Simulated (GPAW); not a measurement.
# BaNd (P-6m2) in GPAW: reference runs

Reference runs on BaNd: the cell as given and a disturbed copy.

All numbers are computed with GPAW 26.7.0; they aren't measurements. Logs are shortened: lines on timing, memory, paths and dates and some standing lists are left out, and cuts for length are marked. The log counts tension as positive stress, the text compression.

### Step 1. Starting point

Symmetry: P-6m2, No. 187, hexagonal system. The conventional cell has a = 3.963 Å, b = 3.963 Å, c = 6.584 Å, α = 90.00°, β = 90.00°, γ = 120.00°. Around Nd (site symmetry -6m2) lie 6 Nd at 3.96 Å and 6 Ba at 4.01 Å. Around Ba (site symmetry -6m2) lie 6 Ba at 3.96 Å and 6 Nd at 4.01 Å.

The cell comes from a database or a generator and needn't be the stable form of this composition.

### Step 2. Single point, PBE, collinear spin, ferromagnetic start (atoms moved at random, drawn with an rms of 0.05 Å)

The input, run.py:

```python
from ase.dft.bandgap import bandgap
from ase.io import read, write
from ase.units import GPa
from gpaw import GPAW, PW

atoms = read('POSCAR')
atoms.set_initial_magnetic_moments([3.0, 0.0])

calc = GPAW(mode=PW(800),
            xc='PBE',
            kpts={'size': (8, 8, 4), 'gamma': True},
            occupations={'name': 'fermi-dirac', 'width': 0.05},
            nbands=25,
            convergence={'density': 1e-05, 'energy': 1e-05},
            maxiter=150,
            txt='gpaw.txt')
atoms.calc = calc
energy = atoms.get_potential_energy()
forces = atoms.get_forces()
stress = atoms.get_stress()
calc.write('gs.gpw')
write('result.traj', atoms)
print(f'Energy: {energy:.6f} eV')
print('Forces (eV/A):')
print(forces.round(4))
print('Stress (GPa):', (stress / GPa).round(3))
print('Moments:', calc.get_magnetic_moments().round(3))
print('Fermi level:', round(calc.get_fermi_level(), 4), 'eV')
print(f'Gap: {bandgap(calc)[0]:.4f} eV, direct: {bandgap(calc, direct=True)[0]:.4f} eV')
```

The input, POSCAR:

```
BaNd
1.0
    3.9633179383      0.0000000000      0.0000000000
   -1.9816589691      3.4323340178      0.0000000000
    0.0000000000      0.0000000000      6.5839230000
Nd Ba
1 1
Direct
    0.6563090000      0.3345090000      0.0044770000
   -0.0024050000     -0.0014900000      0.5042720000
```

Potentials or basis: GPAW PAW data sets (gpaw-data 1.2.1), pw.

Launch:

```
OMP_NUM_THREADS=1 python run.py
```

gpaw.txt:

```text
__  _  _
 | _ |_)|_||  |
 |__||  | ||/\| - 26.7.0

Input parameters:
  mode=PW(ecut=800.0),
  convergence={'density': 1e-05, 'energy': 1e-05},
  kpts=MonkhorstPack(size=(8, 8, 4), gamma=True),
  maxiter=150,
  nbands=25,
  occupations=Occupations(name='fermi-dirac', width=0.05),
  xc=XC(name='PBE')

Diagonalizing LCAO Hamiltonian
Converting LCAO to pw mode

       Ba

             Nd

Atoms  # Å, Bohr magnetons
|   | symbol |         x |         y |        z |    initial magnetic moments |
|---|--------|-----------|-----------|----------|-----------------------------|
| 0 |     Nd |  1.938278 |  1.148147 | 0.029476 | ( 0.0000,  0.0000,  3.0000) |
| 1 |     Ba | -0.006579 | -0.005114 | 3.320088 | ( 0.0000,  0.0000,  0.0000) |

Unit cell  # Å
| periodic |         x |        y |        z |  lengths |     angles |
|----------|-----------|----------|----------|----------|------------|
|      yes |  3.963318 | 0.000000 | 0.000000 | 3.963318 |  90.000000 |
|      yes | -1.981659 | 3.432334 | 0.000000 | 3.963318 |  90.000000 |
|      yes |  0.000000 | 0.000000 | 6.583923 | 6.583923 | 120.000000 |

Number of symmetries: 1
Symmetry operations  # r_c * U_cc + t_c -> r_c
|   | kind |            matrix            |
|---|------|------------------------------|
| 0 |  E   |  1, 0, 0,  0, 1, 0,  0, 0, 1 |

BZ-sampling:
  Number of BZ points: 256
  Number of IBZ points: 132

  Monkhorst-Pack size: [8, 8, 4]
  Monkhorst-Pack shift: [0.0625, 0.0625, 0.125]

K-points  # in reciprocal-cell coordinates
|     |                                coordinates |     weight |
|-----|--------------------------------------------|------------|
|   0 | (  0.00000000,   0.00000000,   0.00000000) | 0.00390625 |
|   1 | (  0.00000000,   0.00000000,   0.25000000) | 0.00781250 |
|   2 | (  0.00000000,   0.00000000,   0.50000000) | 0.00390625 |
|   3 | (  0.00000000,   0.12500000,  -0.25000000) | 0.00781250 |
|   4 | (  0.00000000,   0.12500000,   0.00000000) | 0.00781250 |
|   5 | (  0.00000000,   0.12500000,   0.25000000) | 0.00781250 |
|   6 | (  0.00000000,   0.12500000,   0.50000000) | 0.00781250 |
|   7 | (  0.00000000,   0.25000000,  -0.25000000) | 0.00781250 |
|   8 | (  0.00000000,   0.25000000,   0.00000000) | 0.00781250 |
|   9 | (  0.00000000,   0.25000000,   0.25000000) | 0.00781250 |
| ... |                                            |            |
| 131 | (  0.50000000,   0.50000000,   0.50000000) | 0.00390625 |

Plane wave coefficients: 4640
Cutoff: 800.0 eV

Spin-components: 2 (collinear spins)
Bands:           25
Projectors:      14
Spin-degeneracy: 1
Datatype:        complex128

Parallelization:
  kpt:    1
  domain: 1
  band:   1

Density:
  Valence electrons: 24.0
  Components: 2
  Grid points: [27 27 45]
  Charge: 0.0  # |e|

Potential:
  Grid points: [27 27 45]

species:
  Nd:
    name:    Neodymium
    Z:       60.0
    valence: 14
    core:    46
    charge:  0.0  # [|e|]
    compensation charges:
      type: gauss
      rc: 0.35  # [Å]
      lmax: 2
    cutoffs:
      filter: 1.17  # [Å]
      core: 2.04  # [Å]
    projectors
    | kind |    occ | energy [eV] | rcut [Å] |
    |------|--------|-------------|----------|
    |   5s |  2.000 |     -40.464 |    1.164 |
    |   6s |  2.000 |      -3.502 |    1.164 |
    |   5p |  6.000 |     -22.090 |    1.164 |
    |   6p |  0.000 |      -1.232 |    1.164 |
    |   5d |  0.000 |      -1.918 |    1.164 |
    |   4f |  4.000 |      -1.747 |    1.164 |
    |    d |        |      25.294 |    1.164 |
    |    f |        |      25.464 |    1.164 |

    Using partial waves for Nd as LCAO basis

  Ba:
    name:    Barium
    Z:       56.0
    valence: 10
    core:    46
    charge:  0.0  # [|e|]
    compensation charges:
      type: gauss
      rc: 0.37  # [Å]
      lmax: 2
    cutoffs:
      filter: 2.06  # [Å]
      core: 2.33  # [Å]
    projectors
    | kind |    occ | energy [eV] | rcut [Å] |
    |------|--------|-------------|----------|
    |   5s |  2.000 |     -33.644 |    1.164 |
    |   6s |  2.000 |      -3.229 |    1.164 |
    |   5p |  6.000 |     -18.744 |    1.164 |
    |    p |        |       0.000 |    1.164 |
    |    d |        |       0.000 |    1.164 |
    |    d |        |      27.211 |    1.164 |

    Using partial waves for Ba as LCAO basis

Reference energy: -483158.737037  # eV

eigensolver:
  PPCG
  Converge bands: occupied
  niter=2

density mixing:
  MSR1-Mixer
  Pratt-step length: 0.05
  Maximum mixing coefficient: 0.75
  Old densities: 10
  SVD Regularization: 0.005
  Good broyden scale: 1.0
  Trust region scale: 1.0
  Backstep threshold: 4.0
  History deletion threshold: 6.0
  Fourier metric: weight=20.0, sigma=0.015

occupation numbers:
  Fermi-Dirac:
    width: 0.0500  # eV

poisson solver:
  ecut: 6400.0  # eV

xc functional:
  name: PBE with 2 nearest neighbor stencil

convergence criteria:
- Maximum integral of absolute [dens]ity change: 1e-05 electrons / valence electron
- Maximum [total energy] change in last 3 cyles: 1e-05 eV / valence electron
- Maximum integral of absolute [eigenst]ate change: 4e-08 eV^2 / valence electron
maximum number of iterations: 150

SCF iterations
|iter     | |      energy | eigst |  dens |  magmom |
|---------|-|-------------|-------|-------|---------|
|iter:   1| |  -20.247977 | +0.49 |       |  +3.0120|
|iter:   2| |   -9.183670 | -0.90 | -0.38 |  +2.8714|
|iter:   3| |  -37.343277 | +0.49 | -0.49 |  +2.4951|
|iter:   4| |  -13.393759 | -0.43 | -0.24 |  +2.6698|
|iter:   5| |   -6.760952 | -0.62 | -0.33 |  +2.8577|
|iter:   6| |   -7.545476 | -1.69 | -1.17 |  +2.8934|
|iter:   7| |   -7.314330 | -3.39 | -0.56 |  +2.8720|
|iter:   8| |   -7.820079 | -2.78 | -0.61 |  +2.8928|
|iter:   9| |   -8.115985 | -1.14 | -0.52 |  +3.0450|
|iter:  10| |   -8.636544 | -0.81 | -0.56 |  +2.9639|
|iter:  11| |   -8.495594 | -0.88 | -0.43 |  +3.1056|
|iter:  12| |   -6.851157 | -1.30 | -0.51 |  +3.3938|
|iter:  13| |   -6.811988 | -2.57 | -1.06 |  +3.7156|
|iter:  14| |   -6.816798 | -3.37 | -1.66 |  +3.8789|
|iter:  15| |   -6.821102 | -3.70 | -1.83 |  +3.9615|
|iter:  16| |   -6.823775 | -3.90 | -1.85 |  +4.0386|
|iter:  17| |   -6.825315 | -4.41 | -2.11 |  +4.0651|
|iter:  18| |   -6.828274 | -4.28 | -2.34 |  +4.1102|
|iter:  19| |   -6.827566 | -5.39 | -2.16 |  +4.1079|
|iter:  20| |   -6.828975 | -4.32 | -2.52 |  +4.1525|
|iter:  21| |   -6.829537 | -4.42 | -2.72 |  +4.1754|
|iter:  22| |   -6.829687 | -4.55 | -3.06 |  +4.1823|
|iter:  23| |   -6.829717c| -5.84 | -3.40 |  +4.1815|
|iter:  24| |   -6.829719c| -7.31 | -3.35 |  +4.1814|
|iter:  25| |   -6.829743c| -6.72 | -3.58 |  +4.1797|
|iter:  26| |   -6.829771c| -5.95 | -3.74 |  +4.1767|
|iter:  27| |   -6.829779c| -7.08 | -3.87 |  +4.1759|
|iter:  28| |   -6.829788c| -7.38 | -3.93 |  +4.1753|
|iter:  29| |   -6.829794c| -7.94c| -3.95 |  +4.1752|
|iter:  30| |   -6.829796c| -7.78c| -4.17 |  +4.1750|
|iter:  31| |   -6.829794c| -8.07c| -4.25 |  +4.1750|
|iter:  32| |   -6.829797c| -7.73c| -4.38 |  +4.1751|
|iter:  33| |   -6.829798c| -7.38 | -4.45 |  +4.1752|
|iter:  34| |   -6.829797c| -7.56c| -4.31 |  +4.1751|
|iter:  35| |   -6.829798c| -7.48c| -4.74 |  +4.1750|
|iter:  36| |   -6.829798c| -7.93c| -4.94 |  +4.1750|
|iter:  37| |   -6.829798c| -8.21c| -4.94 |  +4.1749|
|iter:  38| |   -6.829798c| -8.72c| -5.11c|  +4.1749|

Converged in 38 steps
Energy contributions relative to reference atoms: (reference = -483158.737037)

Energy contributions:
  Kinetic:         -25.701535
  Coulomb:          25.013396
  Zero:              1.102846
  External:          0.000000
  Xc:               -7.153425
  Entropy:          -0.182160
  Spinorbit:         0.000000
  ----------------------------
  Free energy:      -6.920878
  Extrapolated:     -6.829798

dipole moment: (14.940751, 18.797636, -38.460770)  # |e|*Ang

Total magnetic moment: (0.000000, 0.000000, 4.174941)

Local magnetic moments
|        x |        y |        z |
|----------|----------|----------|
| 0.000000 | 0.000000 | 3.449819 |  # Nd   0
| 0.000000 | 0.000000 | 0.005894 |  # Ba   1

Fermi level: 7.215
Eigenvalues  # (at kpt = [0.000, 0.000, 0.000])
| band index |      eig [eV] | occ [0-1] |      eig [eV] | occ [0-1] |
|------------|---------------|-----------|---------------|-----------|
|          0 |       -30.351 |     1.000 |       -28.610 |     1.000 |
|        ... |               |           |               |           |
|          4 |       -11.351 |     1.000 |        -9.961 |     1.000 |
|          5 |        -6.314 |     1.000 |        -6.265 |     1.000 |
|          6 |        -5.808 |     1.000 |        -5.812 |     1.000 |
|          7 |        -5.806 |     1.000 |        -5.810 |     1.000 |
|          8 |         3.774 |     1.000 |         4.276 |     1.000 |
|          9 |         5.904 |     1.000 |         6.262 |     1.000 |
[... 8 lines left out ...]
|         18 |         8.795 |     0.000 |         9.677 |     0.000 |
|         19 |         8.862 |     0.000 |         9.682 |     0.000 |
|        ... |               |           |               |           |
|         24 |        10.155 |     0.000 |        10.746 |     0.000 |

No gap
No difference between direct/indirect transitions

Forces  # eV/Ang
|        x |        y |        z |
|----------|----------|----------|
|  0.01483 | -0.00367 | -0.00253 |  # Nd   0
| -0.01483 |  0.00367 |  0.00248 |  # Ba   1

Stress tensor  # eV/Ang^3
|         x |         y |         z |
|-----------|-----------|-----------|
| -0.003153 | -0.000417 |  0.000001 |
| -0.000417 | -0.003367 |  0.000000 |
|  0.000001 |  0.000000 | -0.006969 |

# Writing to gs.gpw (mode='')
```

Wall time 27 min (1 thread of Arm Neoverse V2, shared host); peak memory 0.91 GiB.

Results:

| Quantity | Value |
| --- | --- |
| Free energy | -6.9209 eV |
| Pressure | 0.7 GPa |
| Largest force | 0.015 eV/Å |
| Band gap on the k mesh | none (metal or under the smearing width) |
| Net moment | 4.17 μB per cell |
| Site moments | Nd +3.45; Ba +0.01 μB |

Forces on the atoms (eV/Å):
```
Nd   0.015 -0.004 -0.003
Ba  -0.015  0.004  0.002
```

Levels at points of the mesh, in eV from the Fermi level:
Spin up:
| k point | band 10 | band 11 | band 12 | band 13 | band 14 | band 15 | band 16 | band 17 | band 18 | band 19 |
| --- | --- | --- | --- | --- | --- | --- | --- | --- | --- | --- |
| (0.00, 0.00, 0.00) | -1.31 | -0.17 | -0.08 | -0.01 | -0.01 | 0.04 | 0.04 | 0.15 | 1.57 | 1.58 |
| (0.00, 0.00, 0.50) | -1.67 | -0.18 | -0.17 | 0.00 | 0.00 | 0.05 | 0.05 | 0.15 | 0.84 | 1.19 |
| (0.00, 0.50, 0.00) | -0.78 | -0.66 | -0.06 | -0.05 | -0.05 | 0.04 | 0.05 | 0.07 | 0.08 | 0.84 |
| (0.00, 0.50, 0.50) | -1.06 | -0.20 | -0.10 | -0.05 | -0.05 | 0.02 | 0.04 | 0.08 | 0.09 | 0.46 |
| (0.50, 0.00, 0.00) | -0.78 | -0.64 | -0.06 | -0.05 | -0.05 | 0.04 | 0.05 | 0.07 | 0.08 | 0.84 |
| (0.50, 0.00, 0.50) | -1.07 | -0.20 | -0.10 | -0.05 | -0.05 | 0.02 | 0.04 | 0.08 | 0.09 | 0.46 |
| (0.50, 0.50, 0.00) | -0.80 | -0.71 | -0.06 | -0.05 | -0.05 | 0.03 | 0.05 | 0.07 | 0.08 | 0.86 |
| (0.50, 0.50, 0.50) | -1.04 | -0.21 | -0.12 | -0.05 | -0.05 | 0.02 | 0.04 | 0.08 | 0.09 | 0.45 |
Spin down:
| k point | band 8 | band 9 | band 10 | band 11 | band 12 | band 13 |
| --- | --- | --- | --- | --- | --- | --- |
| (0.00, 0.00, 0.00) | -13.03 | -2.94 | -0.95 | 1.84 | 1.92 | 2.09 |
| (0.00, 0.00, 0.50) | -13.03 | -1.77 | -1.64 | 1.19 | 1.36 | 2.10 |
| (0.00, 0.50, 0.00) | -13.26 | -0.72 | -0.41 | -0.34 | 1.29 | 1.77 |
| (0.00, 0.50, 0.50) | -13.27 | -1.01 | -0.83 | 0.51 | 0.64 | 2.01 |
| (0.50, 0.00, 0.00) | -13.26 | -0.72 | -0.40 | -0.32 | 1.29 | 1.74 |
| (0.50, 0.00, 0.50) | -13.26 | -1.01 | -0.83 | 0.51 | 0.65 | 2.01 |
| (0.50, 0.50, 0.00) | -13.26 | -0.74 | -0.42 | -0.39 | 1.31 | 1.85 |
| (0.50, 0.50, 0.50) | -13.27 | -0.99 | -0.81 | 0.51 | 0.63 | 2.00 |

Caveat: one-centre terms of the f shell are cut off; the magnetic or orbital state may not be the lowest; spin-orbit coupling is left out, which moves the levels of the heavy elements; without U or exact exchange the open f shell lies at the Fermi level, which spoils levels, moments and volumes.

### Step 3. Single point, PBE, collinear spin, ferromagnetic start

Changes to run.py since step 2:

```diff
@@ -1,7 +1,15 @@
+from ase import Atoms
 from ase.dft.bandgap import bandgap
-from ase.io import read, write
-from ase.units import GPa
+from ase.io import write
+from ase.units import Bohr, GPa
 from gpaw import GPAW, PW
+from gpaw.elf import elf_from_dft_calculation
 
-atoms = read('POSCAR')
+atoms = Atoms(['Nd', 'Ba'],
+              cell=[[3.9633179383, 0.0, 0.0],
+                    [-1.9816589691, 3.4323340178, 0.0],
+                    [0.0, 0.0, 6.583923]],
+              scaled_positions=[[0.6666666667, 0.3333333333, 0.0],
+                                [0.0, 0.0, 0.5]],
+              pbc=True)
 atoms.set_initial_magnetic_moments([3.0, 0.0])
@@ -29 +37,7 @@
 print(f'Gap: {bandgap(calc)[0]:.4f} eV, direct: {bandgap(calc, direct=True)[0]:.4f} eV')
+
+# fields on the real-space grid
+write('density.cube', atoms, data=calc.get_pseudo_density() * Bohr**3)
+write('potential.cube', atoms, data=calc.get_electrostatic_potential())
+write('spin.cube', atoms, data=(calc.get_pseudo_density(spin=0) - calc.get_pseudo_density(spin=1)) * Bohr**3)
+write('elf.cube', atoms, data=elf_from_dft_calculation(calc).data)
```

Potentials or basis: GPAW PAW data sets (gpaw-data 1.2.1), pw.

Launch:

```
OMP_NUM_THREADS=1 python run.py
```

gpaw.txt:

```text
__  _  _
 | _ |_)|_||  |
 |__||  | ||/\| - 26.7.0

Input parameters:
  mode=PW(ecut=800.0),
  convergence={'density': 1e-05, 'energy': 1e-05},
  kpts=MonkhorstPack(size=(8, 8, 4), gamma=True),
  maxiter=150,
  nbands=25,
  occupations=Occupations(name='fermi-dirac', width=0.05),
  xc=XC(name='PBE')

Diagonalizing LCAO Hamiltonian
Converting LCAO to pw mode

       Ba

             Nd

Atoms  # Å, Bohr magnetons
|   | symbol |        x |        y |        z |    initial magnetic moments |
|---|--------|----------|----------|----------|-----------------------------|
| 0 |     Nd | 1.981659 | 1.144111 | 0.000000 | ( 0.0000,  0.0000,  3.0000) |
| 1 |     Ba | 0.000000 | 0.000000 | 3.291962 | ( 0.0000,  0.0000,  0.0000) |

Unit cell  # Å
| periodic |         x |        y |        z |  lengths |     angles |
|----------|-----------|----------|----------|----------|------------|
|      yes |  3.963318 | 0.000000 | 0.000000 | 3.963318 |  90.000000 |
|      yes | -1.981659 | 3.432334 | 0.000000 | 3.963318 |  90.000000 |
|      yes |  0.000000 | 0.000000 | 6.583923 | 6.583923 | 120.000000 |

Number of symmetries: 12
Symmetry operations  # r_c * U_cc + t_c -> r_c
|    | kind |            matrix            |
|----|------|------------------------------|
|  0 |  σ   |  1, 1, 0,  0,-1, 0,  0, 0, 1 |
|  1 |  C2  |  1, 1, 0,  0,-1, 0,  0, 0,-1 |
|  2 |  E   |  1, 0, 0,  0, 1, 0,  0, 0, 1 |
|  3 |  σ   |  1, 0, 0,  0, 1, 0,  0, 0,-1 |
|  4 |  C3  |  0, 1, 0, -1,-1, 0,  0, 0, 1 |
|  5 |  S3  |  0, 1, 0, -1,-1, 0,  0, 0,-1 |
|  6 |  σ   |  0,-1, 0, -1, 0, 0,  0, 0, 1 |
|  7 |  C2  |  0,-1, 0, -1, 0, 0,  0, 0,-1 |
|  8 |  σ   | -1, 0, 0,  1, 1, 0,  0, 0, 1 |
[... 167 lines left out ...]
|iter:  27| |   -6.830115c| -7.81c| -5.08c|  +4.1740|

Converged in 27 steps
Energy contributions relative to reference atoms: (reference = -483158.737037)

Energy contributions:
  Kinetic:         -25.703474
  Coulomb:          25.014262
  Zero:              1.102922
  External:          0.000000
  Xc:               -7.152769
  Entropy:          -0.182111
  Spinorbit:         0.000000
  ----------------------------
  Free energy:      -6.921171
  Extrapolated:     -6.830115

dipole moment: (-8.727414, -22.705277, -39.970927)  # |e|*Ang

Total magnetic moment: (0.000000, 0.000000, 4.174035)

Local magnetic moments
|        x |        y |        z |
|----------|----------|----------|
| 0.000000 | 0.000000 | 3.449695 |  # Nd   0
| 0.000000 | 0.000000 | 0.005853 |  # Ba   1

Fermi level: 7.215
Eigenvalues  # (at kpt = [0.000, 0.000, 0.000])
| band index |      eig [eV] | occ [0-1] |      eig [eV] | occ [0-1] |
|------------|---------------|-----------|---------------|-----------|
|          0 |       -30.351 |     1.000 |       -28.610 |     1.000 |
|        ... |               |           |               |           |
|          4 |       -11.352 |     1.000 |        -9.961 |     1.000 |
|          5 |        -6.314 |     1.000 |        -6.265 |     1.000 |
|          6 |        -5.807 |     1.000 |        -5.811 |     1.000 |
|          7 |        -5.807 |     1.000 |        -5.811 |     1.000 |
|          8 |         3.774 |     1.000 |         4.275 |     1.000 |
|          9 |         5.904 |     1.000 |         6.262 |     1.000 |
[... 8 lines left out ...]
|         18 |         8.794 |     0.000 |         9.678 |     0.000 |
|         19 |         8.863 |     0.000 |         9.678 |     0.000 |
|        ... |               |           |               |           |
|         24 |        10.120 |     0.000 |        10.704 |     0.000 |

No gap
No difference between direct/indirect transitions

Forces  # eV/Ang
|       x |       y |       z |
|---------|---------|---------|
| 0.00000 | 0.00000 | 0.00000 |  # Nd   0
| 0.00000 | 0.00000 | 0.00000 |  # Ba   1

Stress tensor  # eV/Ang^3
|         x |         y |         z |
|-----------|-----------|-----------|
| -0.003262 |  0.000000 |  0.000000 |
|  0.000000 | -0.003262 |  0.000000 |
|  0.000000 |  0.000000 | -0.006969 |

# Writing to gs.gpw (mode='')
```

stdout:

```text
Energy: -6.830115 eV
Forces (eV/A):
[[0. 0. 0.]
 [0. 0. 0.]]
Stress (GPa): [-0.523 -0.523 -1.116  0.     0.     0.   ]
Moments: [3.45  0.006]
Fermi level: 7.2153 eV
Gap: 0.0000 eV, direct: 0.0000 eV
```

Run time: 6 min. Hardware: 1 thread of Arm Neoverse V1, shared host; peak memory 0.37 GiB.

What came out:

```yaml
Free_energy: -6.9212 eV
Pressure: 0.7 GPa
Band_gap_on_the_k_mesh: none (metal or under the smearing width)
Net_moment: 4.17 μB per cell
Site_moments: Nd +3.45; Ba +0.01 μB
```

Levels at points of the mesh, in eV from the Fermi level:
Spin up:
| k point | band 12 | band 13 | band 14 | band 15 | band 16 | band 17 |
| --- | --- | --- | --- | --- | --- | --- |
| (0.00, 0.00, 0.00) | -0.08 | -0.01 | -0.01 | 0.04 | 0.04 | 0.15 |
| (0.00, 0.00, 0.50) | -0.17 | 0.00 | 0.00 | 0.05 | 0.05 | 0.15 |
| (0.50, 0.50, 0.00) | -0.06 | -0.05 | -0.05 | 0.04 | 0.05 | 0.07 |
| (0.50, 0.50, 0.50) | -0.11 | -0.05 | -0.05 | 0.02 | 0.04 | 0.08 |
Spin down:
```csv
k point,band 7,band 8,band 9,band 10,band 11,band 12,band 13,band 14
"(0.00, 0.00, 0.00)",-13.03,-13.03,-2.94,-0.95,1.84,1.92,2.10,2.10
"(0.00, 0.00, 0.50)",-13.03,-13.03,-1.77,-1.64,1.19,1.36,2.11,2.11
"(0.50, 0.50, 0.00)",-13.36,-13.26,-0.73,-0.41,-0.35,1.30,1.78,2.07
"(0.50, 0.50, 0.50)",-13.34,-13.27,-1.00,-0.82,0.51,0.64,2.01,2.16
```

Caveat: one-centre terms of the f shell are cut off; the magnetic or orbital state may not be the lowest; spin-orbit coupling is left out, which moves the levels of the heavy elements; without U or exact exchange the open f shell lies at the Fermi level, which spoils levels, moments and volumes.
